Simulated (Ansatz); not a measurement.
**Zr (hcp type): how the settings move a single-point run**

Aim: see which settings change the result for Zr (hcp type), by how much, and at what cost.

Method: reference: DFT, PBE, PAW with Ansatz's default frozen-core files, scalar-relativistic, in Ansatz 0.2.0.

**1. The system as given**

The structure is hexagonal, space group P6_3/mmc (No. 194). Conventional cell: a = 3.231 Å, b = 3.231 Å, c = 5.175 Å, α = 90.00°, β = 90.00°, γ = 120.00°. Zr (site symmetry -6m2) has 12 Zr at 3.19 to 3.23 Å as nearest neighbours.

Coordinates:

```xyz
2
Lattice="1.6155 -2.7982 0.0000 1.6155 2.7982 0.0000 0.0000 0.0000 5.1751" Properties=species:S:1:pos:R:3 pbc="T T T"
Zr    1.6155   -0.9327    1.2938
Zr    1.6155    0.9327    3.8814
```

**2. Baseline**

File input.yaml:

```yaml
crystal:
  lattice:
    - [1.6155496483, -2.798214073, 0.0]
    - [1.6155496482, 2.798214073, 0.0]
    - [0.0, 0.0, 5.1751358152]
  atoms:
    - { symbol: Zr, position: [0.666666667, 0.333333333, 0.25] }
    - { symbol: Zr, position: [0.333333333, 0.666666667, 0.75] }
kpoints:
  mp_grid: { grid: [15, 15, 8] }
scf:
  occupations: { method: fermi_dirac, width: 0.08 }
hamiltonian:
  xc: pbe
  pseudopotentials: { kind: paw }
output:
  forces: true
  stress: true
  eigenvalues: true
```

Started as:

```bash
ansatz run input.yaml --threads 2 --pin off --max-ram 4096MiB --backend cpu --events-out ev --progress --plain --runs-dir out
```

**3. Changed: occupations.method gaussian, occupations.width 0.005, n_extra_bands 32, ecutwfc 36.7 Ry**

Changes to input.yaml since step 2:

```diff
@@ -11,3 +11,4 @@
 scf:
-  occupations: { method: fermi_dirac, width: 0.08 }
+  occupations: { method: gaussian, width: 0.005 }
+  n_extra_bands: 32
 hamiltonian:
@@ -19 +20,7 @@
   eigenvalues: true
+  write_density: true
+  write_potential: true
+  elf: true
+  volumetric_format: npy
+basis:
+  ecutwfc: "36.7 Ry"
```

Q: Predict the outcome of this session. Wanted: for each run, ending; energy change; pressure; gap; force.

The runs gave:

| run | ending | energy change | pressure (GPa) | gap (eV) | force (eV/Å) | cycles | time |
| --- | --- | --- | --- | --- | --- | --- | --- |
| reference | converged | 0 | 0.0 | 0.00 | 0.00 | 6 | 2 s |
| 1: occupations.method gaussian, occupations.width 0.005, n_extra_bands 32, ecutwfc 36.7 Ry | converged | -0.6 meV/atom (σ→0) | 0.0 | 0.00 | 0.00 | 6 | 6.9 s |

Times don't compare one to one where runs were asked for different outputs or read a saved state (see the inputs); cycles may leave out searches for a lower state.

Residual by cycle in the longest SCF loop of each run; runs are numbered as in the table. The quantity is the density residual dr2, in eV.

| cycle | reference | run 1 |
| --- | --- | --- |
| 1 | 0.00155 | 0.00206 |
| 2 | 6.1e-4 | 4.3e-4 |
| 3 | 2.6e-5 | 5.5e-6 |
| 4 | 4.0e-6 | 1.1e-7 |
| 5 | 6.4e-8 | 1.8e-9 |
| 6 | 3.1e-9 | 1.7e-11 |

Changing the smearing, band count and cutoff moves the energy by -0.6 meV/atom (σ→0 values). More than one kind of setting changed, and this run alone doesn't tell their shares apart.
